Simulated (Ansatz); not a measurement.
# Sr: the cost of one run

Computed with Ansatz 0.2.0 (DFT PBEsol, scalar-relativistic, plane waves, PAW, unless a step's input says otherwise).

This is Sr in the hcp structure; at room conditions it is fcc.

## Step 1: The system as given

It takes space group P6_3/mmc (No. 194, hexagonal). Conventional cell: a = 4.310 Å, b = 4.310 Å, c = 7.050 Å, α = 90.00°, β = 90.00°, γ = 120.00°. Around Sr (site symmetry -6m2) lie 12 Sr at 4.31 Å.

As a file:

```xyz
2
Lattice="4.3100 0.0000 0.0000 -2.1550 3.7326 0.0000 0.0000 0.0000 7.0500" Properties=species:S:1:pos:R:3 pbc="T T T"
Sr    0.0000    2.4884    1.7625
Sr    2.1550    1.2442    5.2875
```

The structure comes from the Crystallography Open Database.

(A quick probe on a coarse mesh, which set the mesh and smearing, is not shown.)

## Step 3: Full relaxation

input.yaml reads:

```yaml
crystal:
  lattice:
    - [4.3100002207, 0.0, 0.0]
    - [-2.1550001104, 3.7325696814, 0.0]
    - [0.0, 0.0, 7.05]
  atoms:
    - { symbol: Sr, position: [0.3333333333, 0.6666666667, 0.25] }
    - { symbol: Sr, position: [0.6666666667, 0.3333333333, 0.75] }
basis:
  ecutwfc: 420
kpoints:
  mp_grid: { grid: [12, 12, 6] }
hamiltonian:
  xc: pbesol
scf:
  occupations: { method: gaussian, width: 0.1 }
output:
  forces: true
  stress: true
  eigenvalues: true
relax:
  adjacent_minimum: "off"
  f_tol: 0.005
  max_steps: 80
  cell: { stress_tol: 0.05 }
```

Q: Estimate wall time and peak memory on 1 thread of an Arm CPU, shared host.

About 30 s, with a peak of 0.47 GiB.
